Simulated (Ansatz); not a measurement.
# VWC2 under changes of volume

One of the cells (9.834 Å³/atom); the others are scaled copies at fixed shape and fractional positions:

```
W V C
1.0
     1.51704    0.87586    4.93389
    -1.51704    0.87586    4.93389
     0.00000   -1.75173    4.93389
W V C
1 1 2
Direct
  0.00000 0.00000 0.00000
  0.50000 0.50000 0.50000
  0.24649 0.24649 0.24649
  0.75351 0.75351 0.75351
```

The cell comes from a database or a generator and needn't be the stable form of this composition.

```yaml
Program: Ansatz 0.2.0
Functional: PBEsol
Potentials_or_basis: all-electron LAPW, scalar-relativistic
Cutoff: 343 eV (chosen from the basis error)
Basis_error_allowed: 0.001 eV/atom
k_mesh: 10 × 10 × 10
Occupations: fermi-dirac, width 0.05 eV
Spin: collinear spin, ferromagnetic start
Starting_moments: "[0.0, 2.0, 0.0, 0.0] μB"
```

```csv
volume (Å³/atom),energy over the lowest point (meV/atom),pressure (GPa),largest force (eV/Å)
9.244,9.10,11.7,0.190
9.440,0.00,3.4,0.082
9.637,0.50,-4.0,0.018
9.834,9.63,-10.6,0.111
10.030,26.49,-16.6,0.196
10.227,50.30,-22.0,0.275
10.424,?,?,?
```

Problem. What does the run at 10.424 Å³/atom give?

Solution. Energy over the lowest point 80.34 meV/atom; pressure -26.8 GPa; largest force 0.348 eV/Å.

Worked out: A Birch-Murnaghan fit of order 3 (a polynomial in V^(-2/3)) to the other rows has its minimum at 9.53 Å³/atom with B0 = V·E''(V) = 362 GPa and B' = 4.3 at fixed shape and positions, which overstates the stiffness. It gives 80.37 meV/atom at 10.424 Å³/atom, against the run's 80.34, and -dE/dV = -26.8 GPa, against -26.8.

Energies are extrapolated to zero smearing.

Caveats: the starting moments weren't kept.
